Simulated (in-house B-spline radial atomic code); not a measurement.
# Rh³⁺: a fraction of an electron removed from 4d

The exact energy is linear between whole electron numbers. How far does RPBE stray from that for Rh³⁺, with charge removed from 4d step by step?

Program: in-house B-spline radial atomic code version 1. Level of theory: scalar-relativistic (spin-free one-electron X2C) RPBE, spin-polarised, spherical fractional occupations, Fermi nucleus, basis-set limit. These are calculated values, not measurements, unless marked.

## Step 1: The system

- element: rhodium (Z = 45)
- charge: +3
- electrons: 42
- configuration: [Kr] 4d6
- Hamiltonian: scalar-relativistic (X2C)
- nucleus: Fermi, rms radius 4.495 fm

Outer shells as boxes (Hund's rule):

[Kr] 4d6
```
[Kr] core
4d [↑↓][↑ ][↑ ][↑ ][↑ ]
```

Where spins are not typed, each open shell is filled with up spins first.

## Step 2: The start, at fraction 0

Input settings:

```ini
Z = 45
electrons = 42.0
configuration = [Kr] 4d6
hamiltonian = x2c
method = rpbe,pbe
spin_polarised = True
nucleus = fermi
rms_radius = 4.4945
mass_number = 103
atomic_mass = 102.905494081
speed_of_light = 137.035999084
```

## Step 3: 0.09 electron removed from 4d

Changes to the settings of step 2:

```diff
@@ -1,4 +1,4 @@
 Z = 45
-electrons = 42.0
-configuration = [Kr] 4d6
+electrons = 41.91
+configuration = [Kr] 4d5.91
 hamiltonian = x2c
```

## Step 4: 0.17 electron removed from 4d

Changes to the settings of step 3:

```diff
@@ -1,4 +1,4 @@
 Z = 45
-electrons = 41.91
-configuration = [Kr] 4d5.91
+electrons = 41.83
+configuration = [Kr] 4d5.83
 hamiltonian = x2c
```

## Step 5: 0.28 electron removed from 4d

Changes to the settings of step 4:

```diff
@@ -1,4 +1,4 @@
 Z = 45
-electrons = 41.83
-configuration = [Kr] 4d5.83
+electrons = 41.72
+configuration = [Kr] 4d5.72
 hamiltonian = x2c
```

## Step 6: 0.44 electron removed from 4d

Changes to the settings of step 5:

```diff
@@ -1,4 +1,4 @@
 Z = 45
-electrons = 41.72
-configuration = [Kr] 4d5.72
+electrons = 41.56
+configuration = [Kr] 4d5.56
 hamiltonian = x2c
```

## Step 7: 0.5 electron removed from 4d

Changes to the settings of step 6:

```diff
@@ -1,4 +1,4 @@
 Z = 45
-electrons = 41.56
-configuration = [Kr] 4d5.56
+electrons = 41.5
+configuration = [Kr] 4d5.5
 hamiltonian = x2c
```

## Step 8: 0.52 electron removed from 4d

Changes to the settings of step 7:

```diff
@@ -1,4 +1,4 @@
 Z = 45
-electrons = 41.5
-configuration = [Kr] 4d5.5
+electrons = 41.480000000000004
+configuration = [Kr] 4d5.48
 hamiltonian = x2c
```

## Step 9: 0.65 electron removed from 4d

Changes to the settings of step 8:

```diff
@@ -1,4 +1,4 @@
 Z = 45
-electrons = 41.480000000000004
-configuration = [Kr] 4d5.48
+electrons = 41.35
+configuration = [Kr] 4d5.35
 hamiltonian = x2c
```

## Step 10: 0.78 electron removed from 4d

Changes to the settings of step 9:

```diff
@@ -1,4 +1,4 @@
 Z = 45
-electrons = 41.35
-configuration = [Kr] 4d5.35
+electrons = 41.22
+configuration = [Kr] 4d5.22
 hamiltonian = x2c
```

## Step 11: 0.9 electron removed from 4d

Changes to the settings of step 10:

```diff
@@ -1,4 +1,4 @@
 Z = 45
-electrons = 41.22
-configuration = [Kr] 4d5.22
+electrons = 41.1
+configuration = [Kr] 4d5.1
 hamiltonian = x2c
```

## Step 12: 1 electron removed from 4d

Changes to the settings of step 11:

```diff
@@ -1,4 +1,4 @@
 Z = 45
-electrons = 41.1
-configuration = [Kr] 4d5.1
+electrons = 41.0
+configuration = [Kr] 4d5
 hamiltonian = x2c
```

How does the energy change with the fraction, and which way and how far does it bend from the straight line between the ends?

**Answer**, as computed:

| fraction | energy change (eV) | less the straight line (eV) | level 4d down (eV) | sum of <r²> (bohr²) |
| --- | --- | --- | --- | --- |
| 0 | 0.0000 | 0.0000 | -37.483 | 26.257 |
| 0.09 | 3.4292 | -0.5782 | -38.723 | 25.908 |
| 0.17 | 6.5714 | -0.9981 | -39.834 | 25.603 |
| 0.28 | 11.0376 | -1.4298 | -41.372 | 25.193 |
| 0.44 | 17.8375 | -1.7542 | -43.632 | 24.614 |
| 0.5 | 20.4810 | -1.7822 | -44.486 | 24.401 |
| 0.52 | 21.3736 | -1.7802 | -44.772 | 24.331 |
| 0.65 | 27.3150 | -1.6272 | -46.637 | 23.881 |
| 0.78 | 33.4999 | -1.2308 | -48.518 | 23.443 |
| 0.9 | 39.4268 | -0.6471 | -50.266 | 23.048 |
| 1 | 44.5265 | 0.0000 | empty | 22.726 |

**Reading.** From fraction 0 to 1 the energy changes by 44.526 eV. It sags under the straight line by up to 1.78 eV (at 0.5); exact theory is straight between whole electron numbers, so this convex bend is an error (delocalisation) that favours fractional charges. Slater's transition state, the slope from the orbital energy at fraction 0.5 (Janak's theorem), gives 44.486 eV for the whole step. The tabulated ionisation energy is 42 ± 1.7 eV (tabulated theoretical; NIST Atomic Spectra Database), so the whole step is off by +2.53 eV, and minus the highest level at fraction 0 (37.483 eV) by -4.52 eV. Spin-orbit coupling is left out. Open shells are averaged (over orientations, and over spins where the run is restricted), while tables refer to the lowest levels.
